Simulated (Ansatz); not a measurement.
## CdSe, space group F-43m: a dielectric-dependent hybrid calculation, step by step

Computed with Ansatz 0.2.0 through its Python package.

The cells in order, each with its output:

**Cell 1**
```python
import ansatz
import numpy as np
```

**Cell 2**
```python
def count_gap(report):
    # lowest empty less highest filled band, counting bands; zero where they overlap
    return max(report.get("gap_by_band_count_ev") or 0.0, 0.0)
```

**Cell 3**
```python
system = (
    ansatz.Lattice.from_parameters(4.342019, 4.342019, 4.342019, alpha=60.0, beta=60.0, gamma=60.0)
    .atom("Cd", (0.0, 0.0, 0.0))
    .atom("Se", (0.75, 0.75, 0.75))
)
```

**Cell 4**
```python
[site.symbol for site in system.resolved().sites]
```
Output:
```text
['Cd', 'Se']
```

**Cell 5**
```python
calc = (
    system.calculation()
    .basis(35 * ansatz.Ry)
    .kpoints(4, 4, 4)
    .occupations("fixed")
    .band_table()
)
semilocal = calc.functional("pbe").run(threads=1, pin="off").report
hybrid = calc.functional(exchange="pbe", correlation="pbe", exact_fraction="inverse_dielectric").run(threads=1, pin="off").report
alpha = hybrid["hybrid"]["exact_exchange_fraction"]
print(f"fraction of exact exchange {alpha:.4f}, so eps_inf = {1 / alpha:.2f}")
print(f"gap by band count: {count_gap(semilocal):.3f} eV semilocal, {count_gap(hybrid):.3f} eV hybrid")
```
Output:
```text
fraction of exact exchange 0.1264, so eps_inf = 7.91
gap by band count: 0.536 eV semilocal, 1.324 eV hybrid
```

The fraction is 0.1264, one over a mean dielectric constant (a third of the trace) of 7.91. It opens the gap from 0.536 to 1.324 eV, by 0.79 eV.

Caveats:
- The k-point mesh is coarse, and energy and stress weren't tested for convergence.
- The structure comes from a database of computed cells and needn't be a stable or known phase.
- Gaps and levels are Kohn-Sham values on a finite set of k-points, without spin-orbit coupling.
- The gaps are those of a coarse mesh; the run finds the dielectric constant of the semilocal functional on meshes of its own.
- Run time: 16 s on 1 thread of AMD EPYC 9R45 96-Core Processor (Zen 5), on a shared host, peak memory 1.1 GiB.
